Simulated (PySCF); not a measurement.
**A diatomic session: Cu2**

An exercise on one series of results from a longer session: the logs are not shown, and one member is left open.

Program: PySCF 2.14.0. Level of theory: Cu x2c-TZVPPall, spin-free X2C with a Gaussian nucleus. These are calculated values, not measurements.

Set-up of the first run:

Settings of the job:

| Quantity | Value |
| --- | --- |
| atoms | Cu, Cu |
| charge | 0 |
| basis | Cu x2c-TZVPPall |
| Hamiltonian | spin-free X2C with a Gaussian nucleus |
| basis functions | 128 |
| electrons treated | 58 |
| masses in u | 62.9296, 62.9296 |
| levels | PBE0, PBE, r²SCAN, B2PLYP, BP86, revPBE, M06-L, HSE06, HF, MP2, SCS-MP2 |
| grid | 80 radial by 434 angular points |
| occupations | held fixed by the projection of orbital angular momentum |
| dissociation limit | Cu + Cu, each in its ground configuration |
| starting distance in angstrom | 2.270 |
| values of 2S to try | 0, 2, 4 |

Launch:

```
$ OMP_NUM_THREADS=2 python dia.py task.json out
```

Steps of the session up to this table: The job; First curve: PBE0; Higher solutions at PBE0; PBE (GGA); r²SCAN; B2PLYP (double hybrid); BP86; revPBE; M06-L; HSE06; RHF (mean field).

One of the session's tables, all rows but one given; the rest of the session is left out.

| level | Re (Å) | ωe (cm⁻¹) | De (eV) |
| --- | --- | --- | --- |
| RHF | 2.402 | 200.2 | 0.55 |
| RHF-MP2 | 2.211 | 286.5 | 1.98 |
| RHF-SCS-MP2 | 2.237 | 271.9 | 1.90 |
| PBE | 2.231 | 268.2 | 2.24 |
| revPBE | ? | ? | ? |
| BP86 | 2.223 | 271.3 | 2.22 |
| r²SCAN | 2.193 | 281.8 | 2.18 |
| M06-L | 2.228 | 267.9 | 2.36 |
| PBE0 | 2.248 | 258.0 | 1.89 |
| HSE06 | 2.244 | 260.9 | 1.90 |
| B2PLYP | 2.238 | 267.1 | 1.97 |

Estimate the missing values for revPBE.

As computed: Re (Å): 2.253; ωe (cm⁻¹): 258.7; De (eV): 2.02. In the column «Re (Å)» it lies between PBE0 (2.248) and RHF (2.402).

De is counted to Cu + Cu in their ground configurations.
